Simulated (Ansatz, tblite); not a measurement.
# The cluster B5H3: which isomer is lowest

One table from this session's results is given with a row withheld; the runs are named, their logs left out.

Method: relaxed with PBE-D4/def2-SVP, singlet; program: Ansatz 0.2.0, Gaussian basis.

1 further run of the same task is left out (set aside as unsound or not needed).

## Where the work starts

8 atoms, charge 0, spin multiplicity 1.

Atoms are counted from 1 here; the program's logs count them from 0.

Bond lengths: B1–B2 1.831 Å, B1–B3 1.649 Å, B1–B4 1.695 Å, B1–B5 1.510 Å, B2–B4 1.566 Å, B2–B5 1.766 Å, B2–H8 1.174 Å, B3–B4 1.526 Å, B3–H6 1.167 Å, B5–H7 1.165 Å. Angles: B2–B1–B3 106.8°, B2–B1–B4 52.6°, B2–B1–B5 63.0°, B3–B1–B4 54.3°, B3–B1–B5 169.8°, B4–B1–B5 115.5°, B1–B2–B4 59.3°, B1–B2–B5 49.6°, B1–B2–H8 162.7°, B4–B2–B5 108.9°, B4–B2–H8 138.0°, B5–B2–H8 113.1°, B1–B3–B4 64.4°, B1–B3–H6 138.1°, B4–B3–H6 157.5°, B1–B4–B2 68.2°, B1–B4–B3 61.3°, B2–B4–B3 129.5° and more.

A search from random starts with GFN2-xTB found 3 distinct shapes; 2 go on here. The structure above is candidate A, which lies 0.00 eV above the lowest at that level; B lies 0.50 eV above the lowest at that level.

The first run:

in.yaml

```yaml
crystal:
  periodic: [false, false, false]
  atoms:
    - {symbol: B, position_ang: [-0.334460, 0.584300, -0.138530]}
    - {symbol: B, position_ang: [0.367610, -0.992360, 0.472490]}
    - {symbol: B, position_ang: [0.455660, 0.947980, -1.539040]}
    - {symbol: B, position_ang: [0.894690, -0.340660, -0.849980]}
    - {symbol: B, position_ang: [-0.889290, 0.042030, 1.157140]}
    - {symbol: H, position_ang: [0.440770, 1.783410, -2.353320]}
    - {symbol: H, position_ang: [-1.509840, -0.072250, 2.136160]}
    - {symbol: H, position_ang: [0.574860, -1.952440, 1.115080]}
basis:
  gaussian: {orbitals: def2-SVP}
hamiltonian: {xc: pbe, dispersion: d4}
scf: {omitted_lower_state_checks: [starts]}
output: {orbitals: {seedname: orbitals}}
relax: {f_tol: 0.02, max_steps: 100}
```

The run is started by

```console
$ ansatz run in.yaml --threads 4 --pin off --events-out ev --progress --plain --max-ram 3916MiB
```

Among the steps run: Relaxing candidate A; Relaxing candidate B; Candidate B, PBE0-D4/def2-TZVP; Candidate B, PBE-D4/def2-TZVP; Candidate B, r2SCAN-D4/def2-TZVP; Candidate B, B3LYP-D4/def2-TZVP; Candidate B, HF/def2-TZVP; Candidate B, CCSD(T)/def2-TZVPP.

One table of the session follows, with a row left open; its other results are not shown here.

```
             method  B above A (kJ/mol)
           GFN1-xTB                57.0
           GFN2-xTB                50.2
       HF/def2-TZVP                36.4
      HF/def2-TZVPP                36.4
   PBE-D4/def2-TZVP                32.2
r2SCAN-D4/def2-TZVP                33.8
 B3LYP-D4/def2-TZVP                   ?
  PBE0-D4/def2-TZVP                32.1
     MP2/def2-TZVPP                32.9
    CCSD/def2-TZVPP                34.3
 CCSD(T)/def2-TZVPP                34.2
```

**Question.** Estimate the row for B3LYP-D4/def2-TZVP.

As computed: B above A (kJ/mol): 33.5. In the column «B above A (kJ/mol)» it lies between MP2/def2-TZVPP (32.9) and r2SCAN-D4/def2-TZVP (33.8).

Among the levels timed on like hardware and quicker than the yardstick, those that no quicker one beats, quickest first: GFN2-xTB (0.011 s, +16.0 kJ/mol); HF/def2-TZVP (1.5 s, +2.2 kJ/mol); B3LYP-D4/def2-TZVP (2.9 s, -0.7 kJ/mol); r2SCAN-D4/def2-TZVP (3.2 s, -0.4 kJ/mol).

Times add the two runs; a level without a time comes out of a correlated run.

Limits of these values: CCSD(T)/def2-TZVPP isn't at the basis-set limit; small misses against it rank nothing. The search was small, so a lower isomer may exist. Only singlets are compared; another spin may lie lower and prefer another shape.
